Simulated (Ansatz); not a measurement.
# BSiGeH (singlet): the correlation ladder, cc-pVTZ

One table from this session's results is given with a row withheld; the runs are named, their logs left out.

Program: Ansatz 0.2.0, Gaussian basis. Level of theory: cc-pVTZ, core rule «outside noble gas», up to 20 orbitals frozen. These are calculated values, not measurements.

Plan: UHF; CCSD(T) on RHF; CCSD(T) on UHF; BCCD(T) on RHF; CCSDT(Q) on RHF; CCSDT(Q) on UHF.

5 further runs of the same task are left out: 1 that didn't finish, 4 set aside as unsound or not needed.

## The system

The geometry is a PBE0/def2-TZVP stationary point (not a proven minimum) of the parent state, kept for this charge and spin. No spin-orbit coupling is included. The filled d shell of Ge may be among the frozen orbitals whatever the setting's name suggests; the logs give the count.

4 atoms, charge 0, spin multiplicity 1.

Atoms are counted from 1 here; the program's logs count them from 0.

Bond lengths: B1–Si2 1.955 Å, B1–Ge3 2.037 Å, Si2–Ge3 2.247 Å, Si2–H4 1.493 Å. Angles: Si2–B1–Ge3 68.5°, B1–Si2–Ge3 57.5°, B1–Si2–H4 125.2°, Ge3–Si2–H4 177.3°, B1–Ge3–Si2 54.0°.

Geometry (Å):

```mol
BGeHSi
  3D, bonds by distance, orders not assigned

  4  4  0  0  0  0  0  0  0  0999 V2000
    0.0000   -1.4554    0.5853 B   0  0
    0.0000    0.2594    1.5238 Si  0  0
    0.0000    0.1104   -0.7180 Ge  0  0
    0.0000    0.4282    3.0075 H   0  0
  1  2  8  0
  1  3  8  0
  2  3  8  0
  2  4  8  0
M  END
```

The first run:

in.yaml reads:

```yaml
crystal:
  periodic: [false, false, false]
  atoms:
    - {symbol: B, position_ang: [0.000000, -1.455407, 0.585347]}
    - {symbol: Si, position_ang: [0.000000, 0.259390, 1.523825]}
    - {symbol: Ge, position_ang: [0.000000, 0.110375, -0.718019]}
    - {symbol: H, position_ang: [0.000000, 0.428237, 3.007464]}
basis:
  gaussian: {orbitals: cc-pVTZ}
magnetization: {spin_polarized: true, initial_magnetization: 0}
hamiltonian: {xc: hf}
output: {orbitals: {seedname: orbitals}}
```

On the command line:

```console
> ansatz run in.yaml --threads 1 --pin off --events-out ev --progress --plain --max-ram 4096MiB --backend cpu
```

Steps of the session up to this table: UHF; CCSD(T) on RHF; CCSD(T) on UHF; BCCD(T) on RHF; CCSDT(Q) on RHF; CCSDT(Q) on UHF.

One of the session's tables, all rows but one given; the rest of the session is left out.

```
   method  from RCCSDT(Q) (meV)
      RHF                     ?
      UHF               +9090.5
     RMP2               +1502.9
    RCCSD                +813.6
 RCCSD(T)                +108.1
  BCCD(T)                +100.0
   RCCSDT                 +82.1
RCCSDT(Q)                     0
```

Q: Estimate the row for RHF from the others.

**Answer.** from RCCSDT(Q) (meV): +9705.0. In the column «from RCCSDT(Q) (meV)» it is the highest.

Not comparable, so not listed: CCSD(T) on UHF; CCSDT(Q) on UHF (they don't share determinant, frozen orbitals or solution with the rows shown, or repeat one).

Caveats from the session: The determinant is far from a pure spin state, so its energy mixes those of several spin states (harmless only where they are near-degenerate, as at dissociation). Warnings: restricted reference is unstable; spin contamination; large T1 diagnostic.
